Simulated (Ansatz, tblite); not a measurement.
KCl: GFN1-xTB, run from Python

These are simulated results from tblite 0.8.0, not measurements. The cell was built from a prototype and was relaxed with r2SCAN in plane waves (Ansatz 0.2.0). Not every such cell is a known phase. All runs are without spin polarisation.

It is cubic, Fm-3m (No. 225); conventional cell a = 6.290 Å, 31.10 Å³ an atom. K is surrounded by 6 Cl at 3.14 Å; Cl is surrounded by 6 K at 3.14 Å.

tblite solves periodic systems at the zone centre alone, so the script builds a cluster of 2×2×2 conventional cells (64 atoms), which folds in a coarse mesh of k points.

The script, run.py:

```python
import json
from ase import Atoms
from ase.build import make_supercell
from ase.units import Bohr, GPa, Hartree
from tblite.interface import Calculator

atoms = Atoms(['K', 'Cl'],
              cell=[[-0.0, 3.144848, 3.144848], [3.144848, -0.0, 3.144848], [3.144848, 3.144848, 0.0]],
              scaled_positions=[[0.0, -0.0, -0.0], [0.5, 0.5, 0.5]],
              pbc=True)
cluster = make_supercell(atoms, [[-2, 2, 2], [2, -2, 2], [2, 2, -2]])
calc = Calculator('GFN1-xTB', cluster.numbers, cluster.positions / Bohr, lattice=cluster.cell[:] / Bohr, periodic=cluster.pbc)
calc.set('temperature', 0.02 / Hartree)
calc.set('max-iter', 150)
res = calc.singlepoint()
levels = res.get('orbital-energies') * Hartree
nv = round(res.get('orbital-occupations').sum() / 2)
cells = len(cluster) // len(atoms)
out = {'energy_per_cell': res.get('energy') * Hartree / cells, 'homo': levels[nv - 1], 'lumo': levels[nv],
       'stress': (-res.get('virial') * Hartree / cluster.get_volume() / GPa).tolist(), 'charges': res.get('charges')[:len(atoms)].tolist(), 'electrons': 2 * nv / cells}
json.dump(out, open('results.json', 'w'))
for key, value in out.items():
    print(key, value)
```

Command: `python run.py`. It took 3.3 s on 1 thread of Arm Neoverse V1, on a shared host, peak memory 0.12 GiB.

What it printed:

```
------------------------------------------------------------
  cycle        total energy    energy error   density error
------------------------------------------------------------
      1     -151.1654562785  -1.5089950E+02   5.7209462E-01
      2     -148.7244707093   2.4409856E+00   3.6410963E-01
      3      313.6167810764   4.6234125E+02   1.3166634E+00
      4     -150.0908573863  -4.6370764E+02   8.7624283E-02
      5     -150.9197453617  -8.2888798E-01   6.2975007E-02
      6     -150.5811228819   3.3862248E-01   7.4966286E-02
      7     -151.6374647424  -1.0563419E+00   2.1732913E-02
      8     -151.7292988757  -9.1834133E-02   1.7601579E-03
      9     -151.7295959240  -2.9704830E-04   1.3186300E-04
     10     -151.7295932042   2.7197903E-06   2.0132227E-04
     11     -151.7296013122  -8.1079365E-06   9.6933318E-06
     12     -151.7296013159  -3.7792631E-09   4.3613226E-06
------------------------------------------------------------

 total:                                   2.666 sec
energy_per_cell -129.02414852286103
homo 1.8839469940779774
lumo 4.951982024970958
stress [[-1.970682442603906, 1.4820359601368748e-13, -1.4280876858299054e-13], [1.4820933770361015e-13, -1.9706824426034781, 1.395283994108447e-13], [-1.428095062065697e-13, 1.3952343928030317e-13, -1.9706824426001248]]
charges [0.6628503250963296, -0.6632180676120213]
electrons 8.0
```

The cycle table is in hartree for the whole cluster, and the lines after it are in eV (the energy for one cell). The printed stress is in GPa and positive in compression, and the pressure is its mean diagonal.

GFN1-xTB gives a gap of 3.07 eV. On the same cell, plane-wave PBE (Ansatz, 8×8×8 k points and the special points) gives a gap of 5.19 eV and r2SCAN a gap of 5.83 eV; on shared hosts these took about 1.8 and 5.4 core-seconds on the 2-atom cell, against 3.3 for the script. Semilocal gaps usually lie below measured ones. xTB was fitted to molecules, so gaps, charges and pressures of solids can be far off, and the gap also depends on the size of the cluster.

The same script was run on cells scaled at fixed shape and fractional coordinates:

```tsv
volume (Å³/atom)	energy (meV/atom)	pressure (GPa, positive in compression)	gap (eV)
27.37	-36.3	-1.09	3.54
29.24	-20.8	-1.58	3.29
31.10	0.0	-1.97	3.07
32.97	24.8	-2.30	2.87
34.84	52.7	-2.51	2.69
```

The minimum lies beyond the smallest of these volumes.

xTB was fitted mostly to molecules, and a small cluster samples few k points, so gaps, pressures and kinks along a curve can be far from a solid's.
